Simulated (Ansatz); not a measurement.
Geometry optimisation, DFT PBE-D3(BJ), scalar-relativistic, plane waves, PAW (Ansatz).

Input file:

```yaml
crystal:
  lattice:
    - [0.0, 5.43, 5.43]
    - [5.43, 0.0, 5.43]
    - [5.43, 5.43, 0.0]
  atoms:
    - { symbol: Si, position: [0.0, 0.0, 0.0] }
    - { symbol: Si, position: [0.125, 0.125, 0.125] }
    - { symbol: Si, position: [0.0, 0.0, 0.5] }
    - { symbol: Si, position: [0.125, 0.125, 0.625] }
    - { symbol: Si, position: [0.0, 0.5, 0.0] }
    - { symbol: Si, position: [0.125, 0.625, 0.125] }
    - { symbol: Si, position: [0.0, 0.5, 0.5] }
    - { symbol: Si, position: [0.125, 0.625, 0.625] }
    - { symbol: Si, position: [0.5, 0.0, 0.0] }
    - { symbol: Si, position: [0.625, 0.125, 0.125] }
    - { symbol: Si, position: [0.5, 0.0, 0.5] }
    - { symbol: Si, position: [0.625, 0.125, 0.625] }
    - { symbol: Si, position: [0.5, 0.5, 0.0] }
    - { symbol: Si, position: [0.625, 0.625, 0.125] }
    - { symbol: Si, position: [0.5, 0.5, 0.5] }
    - { symbol: Si, position: [0.625, 0.625, 0.625] }
    - { symbol: Si, position: [0.866763, 0.3701482, 0.8814676] }
basis:
  ecutwfc: 420.0
kpoints:
  mp_grid: { grid: [2, 2, 2] }
hamiltonian:
  xc: pbe
  dispersion: d3bj
  pseudopotentials: { kind: paw, azcp: { folder: soft_1 } }
scf:
  occupations: { method: gaussian, width: 0.02 }
  lower_state_search: "off"
relax:
  f_tol: 0.03
  max_steps: 60
  adjacent_minimum: "off"
```

Command:

```bash
$ ansatz run input.yaml --threads 1 --pin off --max-ram 3072MiB --backend cpu --events-out ev --progress --plain --runs-dir out
```

Task: Where does it end, and by what steps?

Result: The forces met the threshold. The force dipped under the threshold on the way, but the program's further checks kept it going. Limits of this set-up: a small cell, in which the defect meets its images. After 3 steps the energy has fallen by 0.144 eV; Si17 moved furthest, 0.07 Å.

```tsv
step	energy less start (eV)	largest force component (eV/Å)	accepted
0	0.0000	0.743	yes
1	-0.1258	0.306	yes
2	-0.1444	0.014	yes
3	-0.1444	0.014	yes
```

```xyz
17
Lattice="0.0000 5.4300 5.4300 5.4300 0.0000 5.4300 5.4300 5.4300 0.0000" Properties=species:S:1:pos:R:3
Si -0.022 0.022 -0.029
Si 1.357 1.388 1.354
Si 2.719 2.711 -0.007
Si 4.042 4.073 1.354
Si 2.738 0.022 2.735
Si 4.073 1.357 4.068
Si 5.408 2.692 2.735
Si 6.788 4.072 4.102
Si -0.006 2.707 2.714
Si 1.358 4.072 4.031
Si 2.723 5.436 2.714
Si 4.073 6.787 4.071
Si 2.738 2.692 5.401
Si 4.104 4.071 6.784
Si 5.426 5.433 5.422
Si 6.789 6.756 6.784
Si 6.788 9.502 6.781
```

Whether the end is a true minimum wasn't checked by a vibrational analysis.

Time of the run: 20 s on 1 thread of Arm Neoverse V1, with other jobs on the host, peak memory 0.49 GiB.
